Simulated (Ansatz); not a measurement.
# CH6FGaSi: up Jacob's ladder to CCSD(T)

One table from this session's results is given with a row withheld; the runs are named, their logs left out.

Program: Ansatz 0.2.0, Gaussian basis. Level of theory: functionals in def2-TZVPP, the program's frozen cores in correlated methods. These are calculated values, not measurements.

Levels to be run: LDA (SPW92), PBE-D4, revPBE-D4, BLYP-D4, r2SCAN-D4, B97M-V, PBE0-D4, B3LYP-D4, r2SCANh-D4, r2SCAN0-D4, HSE06-D4, BHLYP-D4, CAM-B3LYP-D4, LC-ωPBE, ωB97X-V, ωB97M-V, B2PLYP, PBE-QIDH; CCSD(T)/def2-SVP; CCSD(T)/def2-TZVPP; MP2/def2-QZVPP; extrapolation to the limit; RPA on PBE.

## The geometry

The geometry comes from an earlier relaxation with PBE0-D4 in a triple-zeta def2 set; it is a stationary point, not always the lowest conformer.

SMILES `F[CH]([SiH3])[GaH2]`, 10 atoms, charge 0, spin multiplicity 1.

Atoms are counted from 1 here; the program's logs count them from 0.

Bond lengths: F1–C2 1.406 Å, C2–Si3 1.890 Å, C2–Ga4 1.990 Å, C2–H5 1.100 Å, Si3–H6 1.488 Å, Si3–H7 1.488 Å, Si3–H8 1.486 Å, Ga4–H9 1.564 Å, Ga4–H10 1.569 Å. Angles: F1–C2–Si3 109.3°, F1–C2–Ga4 111.1°, F1–C2–H5 107.6°, Si3–C2–Ga4 113.4°, Si3–C2–H5 107.4°, Ga4–C2–H5 107.8°, C2–Si3–H6 110.3°, C2–Si3–H7 107.6°, C2–Si3–H8 111.2°, H6–Si3–H7 108.8°, H6–Si3–H8 108.9°, H7–Si3–H8 109.9°, C2–Ga4–H9 119.2°, C2–Ga4–H10 118.0°, H9–Ga4–H10 122.7°.

Set-up of the first run:

in.yaml

```yaml
crystal:
  periodic: [false, false, false]
  atoms:
    - {symbol: F, position_ang: [-1.860991, -0.181360, -0.633189]}
    - {symbol: C, position_ang: [-0.462161, -0.044831, -0.623082]}
    - {symbol: Si, position_ang: [0.284485, -1.340589, 0.532079]}
    - {symbol: Ga, position_ang: [0.072962, 1.817537, -0.170989]}
    - {symbol: H, position_ang: [-0.099603, -0.262132, -1.638470]}
    - {symbol: H, position_ang: [-0.060334, -1.033043, 1.946182]}
    - {symbol: H, position_ang: [1.762903, -1.284075, 0.375288]}
    - {symbol: H, position_ang: [-0.208507, -2.702931, 0.202371]}
    - {symbol: H, position_ang: [-1.027364, 2.850354, 0.239544]}
    - {symbol: H, position_ang: [1.598610, 2.181069, -0.229723]}
basis:
  gaussian: {orbitals: def2-TZVPP}
hamiltonian: {xc: lda}
output: {orbitals: {seedname: orbitals}}
```

Steps of the session up to this table: LDA; PBE-D4 (GGA); revPBE-D4 (GGA); BLYP-D4 (GGA); r2SCAN-D4 (meta-GGA); B97M-V (meta-GGA); PBE0-D4 (hybrid); B3LYP-D4 (hybrid); r2SCANh-D4 (hybrid); r2SCAN0-D4 (hybrid); HSE06-D4 (hybrid); BHLYP-D4 (hybrid); CAM-B3LYP-D4 (range-separated); LC-ωPBE (range-separated); ωB97X-V (range-separated); ωB97M-V (range-separated); B2PLYP (double hybrid); PBE-QIDH (double hybrid).

One table of the session follows, with a row left open; its other results are not shown here.

It belongs to the step «Orbital energies across the functionals». 

```
  functional  HOMO (eV)  LUMO (eV)  gap (eV)
 LDA (SPW92)      -6.51      -2.87      3.64
      PBE-D4      -6.36      -2.59      3.77
   revPBE-D4      -6.30      -2.46      3.84
     BLYP-D4      -6.25      -2.55      3.71
   r2SCAN-D4          ?          ?         ?
      B97M-V      -6.77      -2.58      4.19
     PBE0-D4      -7.66      -1.79      5.87
    B3LYP-D4      -7.45      -2.08      5.38
  r2SCANh-D4      -7.11      -2.04      5.07
  r2SCAN0-D4      -7.84      -1.64      6.20
    HSE06-D4      -7.26      -2.16      5.10
    BHLYP-D4      -8.86      -1.06      7.80
CAM-B3LYP-D4      -9.01      -0.92      8.09
     LC-ωPBE     -10.31       0.30     10.61
     ωB97X-V      -9.97       0.13     10.10
     ωB97M-V      -9.85      -0.11      9.74
```

Estimate the missing values for r2SCAN-D4.

Worked estimate for «HOMO (eV)». Against the share of exact exchange, r2SCANh-D4 (0.1, -7.11), r2SCAN0-D4 (0.25, -7.84) give a slope of -4.87 per unit share; at 0 the line stands at -6.62.

**Answer.** HOMO (eV): -6.63; LUMO (eV): -2.32; gap (eV): 4.30. In «HOMO (eV)» the line misses by +0.01.
